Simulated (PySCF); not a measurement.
# LiCa: from the state search to spectroscopic constants

One job finds the state of LiCa, follows it along the bond with each method and fits the curves.

Program: PySCF 2.14.0. Level of theory: Li def2-TZVP, Ca def2-TZVP, no relativity. These are calculated values, not measurements.

**1. The job**

Settings of the job:

```
atoms                         : Li, Ca
charge                        : 0
basis                         : Li def2-TZVP, Ca def2-TZVP
Hamiltonian                   : no relativity
basis functions               : 50
electrons treated             : 23
masses in u                   : 7.0160, 39.9626
levels                        : PBE0, PBE, r²SCAN, LDA, revPBE, M06-L, HF, MP2, SCS-MP2, CCSD, CCSD(T)
grid                          : 80 radial by 434 angular points
occupations                   : held fixed by the projection of orbital angular momentum
dissociation limit            : Li + Ca, each in its ground configuration
starting distance in angstrom : 2.875
values of 2S to try           : 1, 3
```

Run with:

```bash
OMP_NUM_THREADS=1 python dia.py task.json out
```

Further steps of the session: First curve: PBE0; Excited determinants; PBE (GGA); r²SCAN (meta-GGA); LDA; revPBE; M06-L; ROHF (mean field); Correlated methods on the Hartree–Fock reference.

Q: Predict the outcome of this session. Wanted: for each run, Re; ωe; De; μ.

The runs gave:

Lowest PBE0 solution found, without spin–orbit coupling: ²Σ⁺ (doublet), unpaired electrons σ ↑. State 3 has its PBE0 minimum 1.54 eV higher. State 4 has its PBE0 minimum 1.74 eV higher. The other levels ran on the lowest alone.

```csv
level,Re (Å),ωe (cm⁻¹),De (eV),μ (D)
LDA,3.358,204.1,0.469,-0.57
PBE,3.411,198.4,0.405,-0.34
revPBE,3.437,196.3,0.383,-0.29
r²SCAN,3.435,200.4,0.457,-0.88
M06-L,3.475,186.6,0.377,-0.91
PBE0,3.423,199.1,0.376,-0.64
```

De is counted to Li + Ca in their ground configurations. A positive dipole means Li(−)Ca(+). No constants: ROHF (no minimum is bracketed among the points kept); ROHF-MP2 (the points don't follow one smooth fit); ROHF-SCS-MP2 (the points don't follow one smooth fit); ROHF-CCSD (fits of two degrees disagree); ROHF-CCSD(T) (fits of two degrees disagree).

The methods spread over 0.117 Å in bond length, from LDA to M06-L. Of the levels with a De here, PBE0 gives the least (0.376 eV) and LDA the most (0.469 eV).

Correlated steps freeze 5 core orbitals. T1 is 0.042 near the minimum (highest on the curve 0.062), which may point to more than one leading configuration.
